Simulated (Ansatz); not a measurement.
# C2H5AlF: the cost of one run

All numbers are computed with the Python package of Ansatz 0.2.0. Level of theory: Hartree-Fock/aug-cc-pVDZ.

### 1 Starting point

Bond lengths: C1–Al2 1.928 Å, Al2–C3 1.969 Å, Al2–F4 1.817 Å, C1–H5 1.158 Å, C1–H6 1.124 Å, C3–H7 1.073 Å, C3–H8 1.134 Å, C3–H9 1.169 Å. Angles: C1–Al2–C3 119.2°, C1–Al2–F4 121.3°, C3–Al2–F4 119.5°, Al2–C1–H5 111.1°, Al2–C1–H6 114.1°, H5–C1–H6 106.7°, Al2–C3–H7 112.7°, Al2–C3–H8 109.9°, Al2–C3–H9 110.7°, H7–C3–H8 111.2°, H7–C3–H9 106.7°, H8–C3–H9 105.4°.

The script holds or builds the structure itself.

### 2 Script

tae.py reads:

```python
"""Atomisation energy of C2H5AlF at the given geometry."""

from collections import Counter

import ansatz as az


def total_energy(molecule, charge=0, unpaired=0):
    calc = (
        molecule.calculation()
        .basis(gaussian="aug-cc-pVDZ")
        .functional("HF")
    )
    if charge:
        calc = calc.charge(charge)
    if unpaired:
        calc = calc.spin("collinear", total=unpaired)
    return calc.run().report["free_energy_ev"]

geometry_ang = [
    ("C", [-1.0657, 1.4512, -0.5888]),
    ("Al", [-0.0506, -0.1867, -0.6454]),
    ("C", [0.5335, -1.0131, 1.0437]),
    ("F", [0.4421, -0.9372, -2.225]),
    ("H", [-1.3551, 1.7989, -1.6553]),
    ("H", [-0.5245, 2.3098, -0.1057]),
    ("H", [-0.2878, -1.2705, 1.6844]),
    ("H", [1.1821, -1.9179, 0.8262]),
    ("H", [1.2146, -0.2808, 1.6487]),
]
c2h5alf = az.Crystal.molecule()
for symbol, xyz in geometry_ang:
    c2h5alf = c2h5alf.atom(symbol, xyz)

# unpaired electrons of the ground-state atoms
unpaired = {"C": 2, "Al": 1, "F": 1, "H": 1}
counts = Counter(site.symbol for site in c2h5alf.cartesian_sites)
atom_energy = {s: total_energy(az.Crystal.molecule().atom(s, (0, 0, 0)), 0, unpaired[s]) for s in counts}
whole = total_energy(c2h5alf, 0, 1)
for s, e in atom_energy.items():
    print(f"{s:2s} x{counts[s]}  {e:14.5f} eV")
print(f"C2H5AlF: {whole:.5f} eV")
split = sum(counts[s] * e for s, e in atom_energy.items()) - whole
print(f"atomisation energy (no zero-point term): {23.060548 * split:.1f} kcal/mol, {split / sum(counts.values()):.3f} eV an atom")
```

### 3 What the engine is handed

The package turns the script's settings into the engine's input (first run):

```yaml
crystal:
  periodic: [false, false, false]
  atoms:
    - { symbol: C, position_ang: [0.0, 0.0, 0.0] }
basis:
  gaussian:
    orbitals: aug-cc-pVDZ
hamiltonian:
  xc: hf
magnetization:
  spin_polarized: true
  initial_magnetization: 2.0
```

### 4 The run

Command:

```sh
> python tae.py
```

**Question.** How long does this script take on 1 thread of Arm Neoverse N1, shared host, and how much memory does it need?

About 8.5 s, with a peak of 0.42 GiB.
